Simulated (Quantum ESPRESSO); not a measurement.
## InTe2 under changes of volume

One of the cells (29.054 Å³/atom); the others are scaled copies at fixed shape and fractional positions:

```
CELL_PARAMETERS angstrom
5.22536 0.00000 0.00000
-2.61268 4.52530 0.00000
0.00000 0.00000 3.68613
ATOMIC_POSITIONS crystal
In 0.00000 0.00000 0.00000
Te 0.66667 0.33333 0.50000
Te 0.33333 0.66667 0.50000
```

The cell was built by a generator and needn't be a form met in nature.

```yaml
Program: Quantum ESPRESSO 7.5
Functional: revPBE
Dispersion: D3
Potentials_or_basis: SPMS 1.0 PBE
Cutoff: 952 eV
Density_cutoff: 3810 eV
k_mesh: 6 × 6 × 7
Occupations: cold, width 0.05 eV
Spin: no spin polarisation
```

```tsv
volume (Å³/atom)	energy over the lowest point (meV/atom)	pressure (GPa)
27.311	83.62	6.8
27.892	61.12	5.6
28.473	42.78	4.5
29.054	28.04	3.6
29.636	?	?
30.217	7.15	2.2
30.798	0.00	1.7
```

**Question.** What does the run at 29.636 Å³/atom give?

**Answer.** Energy over the lowest point 16.34 meV/atom; pressure 2.8 GPa.

Worked out: A Birch-Murnaghan fit of order 3 (a polynomial in V^(-2/3)) to the other rows has no minimum within the range. It gives 16.32 meV/atom at 29.636 Å³/atom, against the run's 16.34, and -dE/dV = 2.9 GPa, against 2.8.

Energies are extrapolated to zero smearing.

Caveats: the potentials were made for another functional, which shifts forces and pressure; pairwise dispersion overbinds metals, which lowers pressure and volume.
